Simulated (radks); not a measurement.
# Ionisation of Dy⁺: one atom, several choices of functional

An exercise on one series of results from a longer session: the logs are not shown, and one member is left open.

Method: Dirac Kohn-Sham, spin-unpolarised, spherical densities, finite nucleus; open shells fill j = l - 1/2 first. Code: radks (a radial shooting solver on a logarithmic mesh, Libxc functionals) version 1.

**The system**

```
element       : dysprosium (Z = 66)
charge        : +1
electrons     : 65
configuration : [Xe] 4f10 6s1
ion           : Dy²⁺, [Xe] 4f10
choices       : B86b exchange with PBE correlation; exchange-only PBE; AM05; SOGGA; BLYP; PBE; BP86
```

The first run:

The run's settings:

```text
Z 66
configuration [Xe] 4f10 6s1
relativity Dirac
functional b86_mgc,pbe
spin unpolarised
j_filling energy
nucleus finite rms 5.2218 fm
c 137.035999084
```

Steps of the session up to this table: B86b exchange with PBE correlation: Dy⁺; B86b exchange with PBE correlation: Dy²⁺; exchange-only PBE: Dy⁺; exchange-only PBE: Dy²⁺; AM05: Dy⁺; AM05: Dy²⁺; SOGGA: Dy⁺; SOGGA: Dy²⁺; BLYP: Dy⁺; BLYP: Dy²⁺; PBE: Dy⁺; PBE: Dy²⁺; BP86: Dy⁺; BP86: Dy²⁺.

One of the session's tables, all rows but one given; the rest of the session is left out.

```
                        functional  Δ-SCF (eV)  −ε(HOMO) (eV)  <r> HOMO (bohr)
B86b exchange with PBE correlation      11.656          8.867            3.712
                 exchange-only PBE      11.318          7.894           0.8930
                              AM05      11.518          8.788            3.715
                             SOGGA           ?              ?                ?
                              BLYP      11.798          8.858           0.8890
                               PBE      11.662          8.839            3.720
                              BP86      11.684          9.030            3.698
```

Q: Estimate the row for SOGGA from the others.

The run gave: Δ-SCF (eV): 11.460; −ε(HOMO) (eV): 8.698; <r> HOMO (bohr): 3.722. In the column «Δ-SCF (eV)» it lies between exchange-only PBE (11.318) and AM05 (11.518).

Spin polarisation and multiplet splitting are left out, so open shells lie too high by an amount that depends on their filling. The highest level changes shell from one choice to another, so −ε(HOMO) and Δ-SCF need not concern the same electron.
